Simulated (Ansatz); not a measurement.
# H6O2SSi2: how energies converge with the basis set

How large a basis does H6O2SSi2 need? Two functionals are run in growing sets.

Program: Ansatz 0.2.0, Gaussian basis. Level of theory: one geometry, several basis sets. These are calculated values, not measurements.

The runs, in order: PBE0-D4/def2-SVP; ωB97M-V/def2-SVP; PBE0-D4/def2-QZVPP; ωB97M-V/def2-QZVPP; the functionals' def2-TZVPP values are taken from earlier runs.

## Step 1: The relaxed structure

The geometry comes from an earlier relaxation with PBE0-D4 in a triple-zeta def2 set; it is a stationary point, not always the lowest conformer.

SMILES `O[SiH2]O[SiH2]S`, 11 atoms, charge 0, spin multiplicity 1.

Atoms are counted from 1 here; the program's logs count them from 0.

Bond lengths: O1–Si2 1.636 Å, O1–H6 0.961 Å, Si2–O3 1.643 Å, Si2–H7 1.485 Å, Si2–H8 1.475 Å, O3–Si4 1.629 Å, Si4–S5 2.143 Å, Si4–H9 1.479 Å, Si4–H10 1.481 Å, S5–H11 1.345 Å. Angles: Si2–O1–H6 116.3°, O1–Si2–O3 111.6°, O1–Si2–H7 111.2°, O1–Si2–H8 106.5°, O3–Si2–H7 107.5°, O3–Si2–H8 108.1°, H7–Si2–H8 112.1°, Si2–O3–Si4 139.3°, O3–Si4–S5 112.1°, O3–Si4–H9 108.0°, O3–Si4–H10 110.8°, S5–Si4–H9 109.9°, S5–Si4–H10 104.0°, H9–Si4–H10 112.0°, Si4–S5–H11 94.4°.

## Step 2: PBE0-D4 in def2-SVP

Input file in.yaml:

```yaml
crystal:
  periodic: [false, false, false]
  atoms:
    - {symbol: O, position_ang: [-0.810588, 1.722942, 0.904056]}
    - {symbol: Si, position_ang: [-1.372501, 0.186707, 0.900851]}
    - {symbol: O, position_ang: [-0.695743, -0.702019, -0.304356]}
    - {symbol: Si, position_ang: [0.779864, -1.078029, -0.881805]}
    - {symbol: S, position_ang: [2.214675, 0.466557, -0.496602]}
    - {symbol: H, position_ang: [0.138737, 1.829135, 1.009732]}
    - {symbol: H, position_ang: [-1.069178, -0.497906, 2.183667]}
    - {symbol: H, position_ang: [-2.823390, 0.273055, 0.647819]}
    - {symbol: H, position_ang: [0.658355, -1.300625, -2.338500]}
    - {symbol: H, position_ang: [1.332511, -2.262355, -0.184944]}
    - {symbol: H, position_ang: [1.712459, 1.305638, -1.419319]}
basis:
  gaussian: {orbitals: def2-SVP}
hamiltonian: {xc: pbe0, dispersion: d4}
output: {orbitals: {seedname: orbitals}}
```

The runs that follow: ωB97M-V in def2-SVP; PBE0-D4 in def2-QZVPP; ωB97M-V in def2-QZVPP.

Before running them: what should the planned runs give, taken together? Wanted: PBE0-D4: double and triple zeta above quadruple; ωB97M-V: double and triple zeta above quadruple.

**Answer**, as computed:

| quantity | value |
| --- | --- |
| PBE0-D4: double and triple zeta above quadruple | 16.08, 1.14 eV |
| ωB97M-V: double and triple zeta above quadruple | 16.12, 1.06 eV |

In words: For PBE0-D4 the step from double to triple zeta gains 14.94 eV and the next only 1.14 eV. These are total energies; as a rule much of such shifts cancels in differences, which this series doesn't test. The LUMO of ωB97M-V is positive and keeps falling with the basis (2.50 to 1.26 eV): an unbound level that the basis holds in place.
